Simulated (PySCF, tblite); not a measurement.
**C5H9NO2Si: geometry, infrared bands and NMR shifts**

Aim: predict the infrared bands and NMR shifts of C5H9NO2Si (`C=C(OC)[SiH2]/N=C/C=O`).

The runs use tblite 0.8.0 and PySCF 2.14.0, with density-fitted response routines of our own; the level of theory stands in each step. All values are computed, except where a source is named. Atoms are numbered from 0 throughout.

## 1. Starting geometry

18 atoms, charge 0, multiplicity 1; geometry from: force field or distance geometry start.

Bonds of the start (Å): C0–C1 1.34, C1–O2 1.37, O2–C3 1.44, C1–Si4 1.90, Si4–N5 1.75, N5–C6 1.29, C6–C7 1.50, C7–O8 1.22, C0–H9 1.09, C0–H10 1.08, C3–H11 1.08, C3–H12 1.09, C3–H13 1.10, Si4–H14 1.49, Si4–H15 1.48, C6–H16 1.11, C7–H17 1.11.

## 2. Optimising the geometry with GFN2-xTB

The job: settings as JSON, then the geometry in Å.

```
{"job": {"kind": "relax", "xc": "GFN2-xTB", "basis": "xTB"}, "charge": 0, "multiplicity": 1}
C     -1.774800    -1.181800     0.977200
C     -0.851500    -0.218500     0.814500
O     -1.035300     1.004100     0.225500
C     -2.340800     1.312200    -0.296600
Si     0.925300    -0.500900     1.436200
N      1.926700    -0.910500     0.056900
C      2.080300     0.044000    -0.802900
C      2.923700    -0.204900    -2.013500
O      3.090200     0.681900    -2.829500
H     -2.810600    -1.064700     0.644200
H     -1.558700    -2.132900     1.450700
H     -2.310700     2.304000    -0.723400
H     -2.624700     0.602700    -1.069000
H     -3.080400     1.310400     0.511700
H      1.469500     0.747300     2.036500
H      0.974300    -1.619000     2.410100
H      1.650000     1.061500    -0.743200
H      3.338700    -1.228600    -2.097300
```

Run with:

```
$ OMP_NUM_THREADS=1 python probes_run.py task.json out
```

The driver reads the jobs from task.json and runs them one after another.

**Question.** This job is followed by: GFN2-xTB harmonic vibrations, gas phase; GIAO PBE0/pcSseg-1 NMR shielding, non-relativistic, gas phase. What will the session give for the following? strongest single infrared mode (GFN2-xTB); zero-point energy (GFN2-xTB); 13C shifts against TMS (PBE0/pcSseg-1); 1H shifts against TMS (PBE0/pcSseg-1, means over atoms taken as alike); 17O shifts against H2O (PBE0/pcSseg-1); 29Si shifts against TMS (PBE0/pcSseg-1); 15N shifts against NH3 (PBE0/pcSseg-1).

**Answer**, as computed:

| quantity | value |
| --- | --- |
| strongest single infrared mode (GFN2-xTB) | 1762 cm⁻¹, 346 km/mol |
| zero-point energy (GFN2-xTB) | 80.0 kcal/mol |
| 13C shifts against TMS (PBE0/pcSseg-1) | 200.2, 175.7, 170.5, 99.8, 55.9 ppm |
| 1H shifts against TMS (PBE0/pcSseg-1, means over atoms taken as alike) | 9.30, 8.32, 5.38, 4.89, 4.70, 3.66 ppm |
| 17O shifts against H2O (PBE0/pcSseg-1) | 735.4, 123.5 ppm |
| 29Si shifts against TMS (PBE0/pcSseg-1) | -41.5 ppm |
| 15N shifts against NH3 (PBE0/pcSseg-1) | 444.6 ppm |

The optimisation took 102 steps and gained 0.345 eV; among the close pairs (by a distance rule), N5–C6 changed most, from 1.294 to 1.255 Å. No mode is imaginary among the 48: a minimum at this level. The strongest single mode, at 1762 cm⁻¹, moves mainly C7 and O8. Unscaled tight-binding wavenumbers are off by several per cent, some by more. Its intensities can rank the bands wrongly. The most deshielded carbon is C7 (aldehyde carbonyl carbon), at 200.2 ppm: low-lying n→π* states of the double bond to the heteroatom give a large paramagnetic term (-264 ppm). H17 (hydrogen on an aldehyde carbonyl carbon) lies farthest downfield among hydrogen, at 9.30 ppm; the formyl region, downfield of aromatic protons. At PBE0/pcSseg-1: Shielding is most anisotropic at O8 (span 1450 ppm, paramagnetic term -792 ppm).
